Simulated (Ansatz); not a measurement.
Born–Oppenheimer molecular dynamics of a periodic cell of 22 atoms, Ni$_{4}$H$_{8}$CO$_{9}$ (surface NiH2O2(111), adsorbate CO, incident energy 0.2 eV, 40° from the normal). It starts from an unrelaxed structure (largest force component 3.62 eV/Å).

Theory: DFT LDA, scalar-relativistic, plane waves, PAW (Ansatz 0.2.0). Settings: accuracy low, cutoff 420 eV, k mesh 2x2x1, fermi-dirac smearing 0.05 eV, spin collinear.

```json
{"ensemble": "NVE (velocity Verlet)", "time step": "0.75 fs", "steps asked": "140", "starting velocities": "zero, but for any typed in the input", "atoms held": "1, 2, 5, 6, 7, 10", "seed": "927952"}
```

Frames 1.5 fs apart, positions in Å, forces in eV/Å.

Velocities at 30.0 fs (Å/ps):

```
Ni 0.00 0.00 0.00
H 0.00 0.00 0.00
H -6.64 2.38 -14.60
O -0.16 7.85 -6.11
O 0.00 0.00 0.00
Ni 0.00 0.00 0.00
H 0.00 0.00 0.00
H -6.21 5.11 -15.08
O -0.32 7.51 -6.06
O 0.00 0.00 0.00
Ni -0.91 0.40 -4.58
H 3.40 -2.14 -2.21
H 163.92 -20.50 -101.44
O -6.65 -7.71 -4.03
O -0.09 -12.69 -12.39
Ni -0.22 0.31 -4.67
H 5.83 -2.64 -4.07
H 212.52 0.30 -125.45
O -12.59 -8.07 -2.70
O -0.32 -12.78 -12.42
C 7.65 0.24 -11.99
O 7.51 0.15 -8.48
```

```xyz
22
Lattice="6.3092 0.0000 0.0000 -1.3320 5.4433 0.0000 0.0000 0.0000 18.4165" Properties=species:S:1:pos:R:3:forces:R:3 time_fs=30.0 energy_less_start_eV=-6.138 T=3151
Ni 0.000 0.000 1.000 0.03 1.67 2.10
H 3.414 3.273 1.289 0.18 1.06 -0.60
H -0.051 2.547 2.364 -0.01 0.83 -0.15
O 3.136 0.287 3.009 0.27 -0.38 -0.69
O 1.563 1.347 1.228 -0.04 -1.77 0.56
Ni 3.155 0.000 1.000 -0.01 1.65 2.08
H 0.259 3.273 1.289 0.16 1.04 -0.61
H 3.103 2.555 2.359 0.05 0.88 -0.05
O -0.016 0.284 3.010 -0.02 -0.45 -0.69
O 4.718 1.347 1.228 0.02 -1.74 0.58
Ni 4.712 1.489 3.340 -1.33 -1.71 -5.58
H 1.876 4.965 3.604 -0.06 -0.64 0.34
H 7.715 7.828 5.269 -1.14 -2.37 -0.65
O 1.394 1.275 4.928 2.04 1.90 3.61
O -0.029 2.544 3.393 -0.08 0.88 0.03
Ni 1.563 1.488 3.335 -0.67 -1.39 -4.45
H 5.045 4.942 3.578 -0.03 -0.59 0.31
H 4.340 7.675 5.026 -2.39 -2.72 0.25
O 4.513 1.298 4.946 3.07 3.08 3.95
O 3.123 2.544 3.393 -0.04 0.78 -0.28
C 1.691 5.200 8.021 0.00 -0.02 3.40
O 1.690 5.204 9.179 0.00 0.01 -3.45
22
Lattice="6.3092 0.0000 0.0000 -1.3320 5.4433 0.0000 0.0000 0.0000 18.4165" Properties=species:S:1:pos:R:3:forces:R:3 time_fs=31.5 energy_less_start_eV=-5.779 T=2979
Ni 0.000 0.000 1.000 0.01 1.67 2.05
H 3.414 3.273 1.289 0.15 1.04 -0.59
H -0.061 2.560 2.339 0.00 0.88 -0.50
O 3.136 0.298 2.999 0.28 -1.38 -0.17
O 1.563 1.347 1.228 0.01 -1.79 0.50
Ni 3.155 0.000 1.000 -0.02 1.64 2.05
H 0.259 3.273 1.289 0.12 0.99 -0.56
H 3.094 2.572 2.336 0.09 0.88 -0.12
O -0.016 0.295 3.001 0.02 -1.39 -0.21
O 4.718 1.347 1.228 0.04 -1.73 0.52
Ni 4.710 1.490 3.332 -1.49 -1.92 -5.00
H 1.880 4.957 3.603 -0.11 0.12 -0.18
H 7.952 7.773 5.111 0.42 -2.08 -0.44
O 1.385 1.265 4.924 0.62 1.42 2.88
O -0.029 2.525 3.375 -0.02 1.18 1.16
Ni 1.562 1.488 3.327 -0.55 -1.59 -4.34
H 5.053 4.934 3.574 -0.12 0.12 -0.15
H 4.638 7.650 4.840 -0.39 -1.44 -0.04
O 4.495 1.288 4.944 0.86 2.24 3.10
O 3.122 2.525 3.374 0.06 1.13 0.10
C 1.703 5.200 8.006 0.00 -0.01 3.37
O 1.701 5.204 9.164 0.00 0.01 -3.42
22
Lattice="6.3092 0.0000 0.0000 -1.3320 5.4433 0.0000 0.0000 0.0000 18.4165" Properties=species:S:1:pos:R:3:forces:R:3 time_fs=33.0 energy_less_start_eV=-6.721 T=3429
Ni 0.000 0.000 1.000 -0.01 1.66 1.99
H 3.414 3.273 1.289 0.13 1.03 -0.60
H -0.071 2.591 2.304 0.17 0.88 -0.54
O 3.136 0.308 2.990 0.32 -2.14 0.18
O 1.563 1.347 1.228 0.04 -1.79 0.50
Ni 3.155 0.000 1.000 -0.02 1.63 2.00
H 0.259 3.273 1.289 0.04 0.91 -0.50
H 3.087 2.608 2.310 0.19 0.82 0.01
O -0.017 0.304 2.991 -0.02 -2.06 0.14
O 4.718 1.347 1.228 0.05 -1.69 0.52
Ni 4.708 1.489 3.322 -1.18 -2.17 -4.60
H 1.882 4.951 3.598 -0.13 0.62 -0.51
H 8.199 7.672 4.943 2.20 -2.36 -0.02
O 1.377 1.256 4.924 -1.09 1.37 2.04
O -0.029 2.509 3.358 -0.15 1.45 1.88
Ni 1.562 1.488 3.318 0.00 -1.89 -4.30
H 5.059 4.928 3.567 -0.18 0.59 -0.46
H 4.927 7.593 4.653 1.22 -0.86 -0.26
O 4.479 1.281 4.947 -1.72 2.43 2.40
O 3.122 2.508 3.356 0.12 1.56 0.19
C 1.714 5.201 7.997 0.00 -0.01 2.31
O 1.712 5.205 9.145 0.00 0.02 -2.36
22
Lattice="6.3092 0.0000 0.0000 -1.3320 5.4433 0.0000 0.0000 0.0000 18.4165" Properties=species:S:1:pos:R:3:forces:R:3 time_fs=34.5 energy_less_start_eV=-8.426 T=4233
Ni 0.000 0.000 1.000 -0.02 1.66 1.93
H 3.414 3.273 1.289 0.13 1.06 -0.65
H -0.077 2.642 2.258 0.49 0.76 -0.08
O 3.137 0.315 2.980 0.30 -2.23 0.12
O 1.563 1.347 1.228 0.04 -1.80 0.50
Ni 3.155 0.000 1.000 0.00 1.65 1.95
H 0.259 3.273 1.289 -0.03 0.87 -0.49
H 3.085 2.662 2.285 0.29 0.59 0.41
O -0.017 0.310 2.981 -0.10 -2.13 0.10
O 4.718 1.347 1.228 0.04 -1.65 0.53
Ni 4.705 1.488 3.311 -0.25 -2.42 -4.72
H 1.881 4.957 3.583 -0.11 0.51 -0.40
H 8.492 7.520 4.777 2.74 -2.74 1.61
O 1.367 1.250 4.927 -1.87 1.59 1.18
O -0.030 2.494 3.343 -0.70 1.92 0.97
Ni 1.561 1.487 3.307 1.14 -2.32 -4.73
H 5.061 4.934 3.551 -0.19 0.47 -0.35
H 5.240 7.516 4.464 1.19 -0.85 1.26
O 4.461 1.277 4.953 -2.92 3.00 1.37
O 3.122 2.493 3.337 -0.17 2.05 -0.45
C 1.726 5.201 7.992 0.00 -0.02 0.34
O 1.724 5.205 9.122 0.00 0.02 -0.40
22
Lattice="6.3092 0.0000 0.0000 -1.3320 5.4433 0.0000 0.0000 0.0000 18.4165" Properties=species:S:1:pos:R:3:forces:R:3 time_fs=36.0 energy_less_start_eV=-8.258 T=4065
Ni 0.000 0.000 1.000 -0.02 1.68 1.88
H 3.414 3.273 1.289 0.15 1.12 -0.72
H -0.073 2.708 2.211 0.58 0.47 0.69
O 3.138 0.318 2.971 0.18 -1.74 -0.33
O 1.563 1.347 1.228 0.02 -1.82 0.48
Ni 3.155 0.000 1.000 0.01 1.68 1.90
H 0.259 3.273 1.289 -0.03 0.94 -0.54
H 3.088 2.728 2.268 0.26 0.26 0.78
O -0.018 0.314 2.972 -0.24 -1.65 -0.34
O 4.718 1.347 1.228 -0.01 -1.64 0.51
Ni 4.702 1.486 3.297 1.32 -2.79 -5.60
H 1.878 4.974 3.560 -0.05 -0.13 0.13
H 8.835 7.317 4.645 -5.25 4.24 1.35
O 1.356 1.245 4.931 -1.21 1.34 0.62
O -0.031 2.482 3.330 -1.36 2.53 -0.80
Ni 1.561 1.485 3.294 3.01 -3.13 -6.45
H 5.059 4.949 3.528 -0.14 -0.15 0.14
H 5.576 7.422 4.304 -0.95 -0.12 4.47
O 4.440 1.277 4.961 4.14 -3.55 2.95
O 3.121 2.481 3.318 -0.41 2.47 -1.06
C 1.737 5.201 7.988 0.00 -0.03 -2.04
O 1.735 5.205 9.099 0.00 0.03 1.98
22
Lattice="6.3092 0.0000 0.0000 -1.3320 5.4433 0.0000 0.0000 0.0000 18.4165" Properties=species:S:1:pos:R:3:forces:R:3 time_fs=37.5 energy_less_start_eV=-4.611 T=2397
Ni 0.000 0.000 1.000 -0.03 1.70 1.82
H 3.414 3.273 1.289 0.17 1.17 -0.78
H -0.057 2.785 2.179 0.34 0.12 1.19
O 3.140 0.320 2.961 0.03 -1.24 -0.76
O 1.563 1.347 1.228 0.01 -1.83 0.42
Ni 3.155 0.000 1.000 0.04 1.70 1.83
H 0.259 3.273 1.289 0.03 1.03 -0.61
H 3.097 2.800 2.268 0.19 0.08 0.73
O -0.019 0.315 2.962 -0.29 -1.08 -0.76
O 4.718 1.347 1.228 -0.08 -1.68 0.45
Ni 4.700 1.483 3.282 3.07 -3.40 -7.32
H 1.874 4.988 3.540 0.00 -0.75 0.64
H 9.047 7.234 4.511 -11.77 14.10 -5.07
O 1.342 1.243 4.937 0.68 -0.45 1.77
O -0.034 2.473 3.316 -1.24 2.63 -1.65
Ni 1.562 1.482 3.279 5.22 -4.91 -11.23
H 5.054 4.960 3.507 -0.07 -0.73 0.62
H 5.888 7.330 4.242 -5.32 3.50 8.49
O 4.425 1.270 4.974 9.50 -12.59 11.11
O 3.120 2.472 3.298 -0.45 2.62 -0.83
C 1.749 5.202 7.980 0.01 -0.04 -3.83
O 1.746 5.205 9.078 -0.01 0.04 3.78
22
Lattice="6.3092 0.0000 0.0000 -1.3320 5.4433 0.0000 0.0000 0.0000 18.4165" Properties=species:S:1:pos:R:3:forces:R:3 time_fs=39.0 energy_less_start_eV=-5.444 T=2799
Ni 0.000 0.000 1.000 -0.04 1.73 1.78
H 3.414 3.273 1.289 0.16 1.22 -0.84
H -0.033 2.864 2.171 0.13 -0.13 1.28
O 3.141 0.319 2.950 -0.15 -1.41 -0.61
O 1.563 1.347 1.228 0.00 -1.78 0.38
Ni 3.155 0.000 1.000 0.06 1.73 1.76
H 0.259 3.273 1.289 0.08 1.11 -0.73
H 3.111 2.874 2.283 0.23 0.11 0.35
O -0.020 0.314 2.951 -0.03 -1.30 -0.63
O 4.718 1.347 1.228 -0.08 -1.78 0.36
Ni 4.699 1.478 3.264 3.89 -4.34 -7.07
H 1.869 4.987 3.532 -0.05 -0.64 0.59
H 9.025 7.417 4.311 -2.95 2.04 6.75
O 1.330 1.239 4.945 2.39 -5.12 5.31
O -0.039 2.467 3.300 -0.55 2.45 -1.37
Ni 1.565 1.477 3.259 3.00 -5.14 -11.55
H 5.048 4.958 3.500 -0.02 -0.57 0.55
H 6.092 7.314 4.352 -5.54 8.46 4.95
O 4.421 1.249 5.000 0.42 0.58 -0.75
O 3.119 2.467 3.276 -0.96 2.80 -0.45
C 1.760 5.202 7.965 0.01 -0.04 -3.99
O 1.758 5.206 9.062 -0.01 0.04 3.94
22
Lattice="6.3092 0.0000 0.0000 -1.3320 5.4433 0.0000 0.0000 0.0000 18.4165" Properties=species:S:1:pos:R:3:forces:R:3 time_fs=40.5 energy_less_start_eV=-7.482 T=3765
Ni 0.000 0.000 1.000 -0.01 1.70 1.70
H 3.414 3.273 1.289 0.13 1.25 -0.86
H -0.007 2.941 2.191 0.00 -0.33 1.21
O 3.142 0.317 2.938 -0.15 -2.11 0.06
O 1.563 1.347 1.228 0.06 -1.75 0.34
Ni 3.155 0.000 1.000 0.04 1.69 1.67
H 0.259 3.273 1.289 0.12 1.18 -0.83
H 3.129 2.950 2.305 0.35 0.37 -0.11
O -0.022 0.312 2.939 0.29 -1.98 -0.08
O 4.718 1.347 1.228 -0.05 -1.82 0.30
Ni 4.699 1.472 3.244 2.67 -3.80 -3.36
H 1.864 4.973 3.537 -0.12 0.08 0.03
H 8.932 7.655 4.236 -1.25 0.22 4.21
O 1.320 1.229 4.960 1.46 -4.64 2.19
O -0.045 2.466 3.281 0.06 2.35 -0.90
Ni 1.568 1.470 3.236 -0.42 -3.85 -5.97
H 5.040 4.943 3.503 -0.03 0.13 0.07
H 6.181 7.475 4.569 -2.03 6.65 2.18
O 4.420 1.228 5.027 -0.15 2.07 -2.48
O 3.116 2.465 3.254 -0.96 2.58 0.69
C 1.772 5.202 7.944 0.01 -0.04 -2.42
O 1.769 5.206 9.052 -0.01 0.04 2.36
22
Lattice="6.3092 0.0000 0.0000 -1.3320 5.4433 0.0000 0.0000 0.0000 18.4165" Properties=species:S:1:pos:R:3:forces:R:3 time_fs=42.0 energy_less_start_eV=-8.636 T=4321
Ni 0.000 0.000 1.000 0.03 1.64 1.59
H 3.414 3.273 1.289 0.12 1.28 -0.83
H 0.019 3.010 2.237 -0.13 -0.50 1.07
O 3.143 0.312 2.926 -0.06 -2.55 0.61
O 1.563 1.347 1.228 0.08 -1.74 0.29
Ni 3.155 0.000 1.000 0.00 1.62 1.55
H 0.259 3.273 1.289 0.14 1.22 -0.87
H 3.154 3.035 2.325 0.36 0.58 -0.34
O -0.023 0.307 2.927 0.34 -2.39 0.41
O 4.718 1.347 1.228 -0.03 -1.82 0.24
Ni 4.701 1.465 3.222 1.53 -2.94 -1.05
H 1.856 4.961 3.542 -0.13 0.65 -0.41
H 8.811 7.900 4.251 -1.02 -0.67 0.96
O 1.313 1.213 4.978 0.58 4.32 -1.08
O -0.050 2.467 3.262 0.38 2.34 -0.54
Ni 1.572 1.462 3.210 -1.83 -2.68 -2.52
H 5.033 4.932 3.508 -0.04 0.64 -0.32
H 6.223 7.764 4.835 -0.27 -3.42 1.95
O 4.417 1.209 5.049 -0.02 2.06 -2.75
O 3.111 2.467 3.233 -0.02 2.36 2.09
C 1.783 5.202 7.918 0.00 -0.05 -0.06
O 1.780 5.207 9.044 0.00 0.04 -0.01
22
Lattice="6.3092 0.0000 0.0000 -1.3320 5.4433 0.0000 0.0000 0.0000 18.4165" Properties=species:S:1:pos:R:3:forces:R:3 time_fs=43.5 energy_less_start_eV=-7.741 T=3908
Ni 0.000 0.000 1.000 0.08 1.56 1.47
H 3.414 3.273 1.289 0.11 1.32 -0.73
H 0.043 3.069 2.305 -0.26 -0.59 0.79
O 3.144 0.303 2.916 0.00 -2.34 0.72
O 1.563 1.347 1.228 0.07 -1.71 0.23
Ni 3.155 0.000 1.000 -0.05 1.53 1.42
H 0.259 3.273 1.289 0.17 1.24 -0.86
H 3.188 3.131 2.339 0.19 0.37 -0.33
O -0.023 0.299 2.916 0.28 -2.28 0.55
O 4.718 1.347 1.228 -0.01 -1.82 0.18
Ni 4.703 1.456 3.200 0.84 -2.39 -0.02
H 1.845 4.961 3.540 -0.12 0.61 -0.38
H 8.667 8.130 4.289 -1.31 -1.25 -1.27
O 1.306 1.202 4.995 0.77 5.89 -0.55
O -0.055 2.471 3.242 0.56 2.24 -0.18
Ni 1.575 1.453 3.183 -2.29 -2.01 -0.92
H 5.024 4.933 3.507 -0.01 0.59 -0.33
H 6.258 7.993 5.141 -0.17 -5.42 -0.11
O 4.415 1.193 5.068 0.18 1.67 -2.83
O 3.107 2.473 3.215 0.96 2.81 3.23
C 1.795 5.202 7.892 -0.01 -0.06 2.02
O 1.791 5.207 9.037 0.01 0.05 -2.10
```

Of the whole run (105 fs, mean temperature of the second half 3448 K): The conserved energy wandered by up to 24.2 meV per atom (net 6.8 meV per atom), which is poor conservation. A run of 0.1 ps of so small a system gives no equilibrium averages. No Hubbard correction was used and the magnetic state wasn't searched. Limits of this set-up: coarse k mesh, thin slab, slab without dipole correction, no dispersion correction for a molecule that may bind weakly, low accuracy level.

The run took 33 min on 2 threads of Intel(R) Xeon(R) Platinum 8488C (Sapphire Rapids) (shared host), peak memory 1.7 GiB.
